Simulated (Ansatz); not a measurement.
I need a rigid torsion scan of B₂FH₃OS, SMILES BOB(F)S. Use the Ansatz DFT code, driven from Python. Use (for the species named): r2scan0, def2-SVP basis, multiplicity 1.

```
atom    x (Å)    y (Å)    z (Å)
   B   0.2947   1.1380   0.7475
   O  -0.1060  -0.1608   1.2055
   B   0.0554  -1.0391   0.0408
   F   1.4385  -1.6742  -0.1625
   S  -1.3613  -1.4543  -1.0938
   H   1.3513   1.6009   0.8546
   H  -0.5634   1.8945   0.2982
   H  -1.0170  -0.3621  -1.9460
```

The script, `b2fh3os_torsion.py`:
```python
"""Energy of B2FH3OS as one group turns about a bond."""

import ansatz as az
from ase import Atoms

config = {
    "basis_set": "def2-SVP",
    "functional": "r2scan0",
    "fmax": 0.02,
}

atoms = Atoms(["B", "O", "B", "F", "S", "H", "H", "H"], positions=[
    [0.2947, 1.138, 0.7475],
    [-0.106, -0.1608, 1.2055],
    [0.0554, -1.0391, 0.0408],
    [1.4385, -1.6742, -0.1625],
    [-1.3613, -1.4543, -1.0938],
    [1.3513, 1.6009, 0.8546],
    [-0.5634, 1.8945, 0.2982],
    [-1.017, -0.3621, -1.946],
])

# start the scan from a relaxed geometry
first = az.Crystal.molecule_from_ase(atoms).calculation()
first = first.basis(gaussian=config["basis_set"])
first = first.functional(config["functional"])
first = first.relax(force_tolerance=config["fmax"], max_steps=80)
atoms.positions = first.run(threads=1, backend="cpu").report["positions_ang"]

start = atoms.get_dihedral(1, 2, 4, 7)
energies = {}
for turn in range(0, 360, 30):
    turned = atoms.copy()
    turned.set_dihedral(1, 2, 4, 7, start + turn, indices=[4, 7])
    setup = (
        az.Crystal.molecule_from_ase(turned).calculation()
        .basis(gaussian=config["basis_set"])
        .functional(config["functional"])
    )
    energies[round((start + turn) % 360)] = setup.run(threads=1, backend="cpu").report["free_energy_ev"]
floor = min(energies.values())
print("dihedral O1-B2-S4-H7 (deg)   E - E(min) (kJ/mol)")
for angle, e in sorted(energies.items()):
    print(f"{angle:8d} {96.485332 * (e - floor):14.3f}  " + "#" * int(30 * (e - floor) / max(max(energies.values()) - floor, 1e-9)))
```

```console
$ python b2fh3os_torsion.py
dihedral O1-B2-S4-H7 (deg)   E - E(min) (kJ/mol)
       1          6.481  ####
      31         15.852  #########
      61         36.505  ######################
      91         47.302  #############################
     121         34.396  #####################
     151         11.020  ######
     181          0.000
     211         11.032  ######
     241         34.731  #####################
     271         47.707  ##############################
     301         36.019  ######################
     331         15.663  #########
```

The scan is rigid and the energies are electronic, in a modest basis. With rigid groups the curve can differ much from the relaxed path, the start wasn't checked as a minimum of this torsion, and equivalent turns needn't return to the same energy. Timing: 6.4 min on 1 thread of Arm Neoverse N1, with other jobs on the host, peak memory 0.27 GiB.
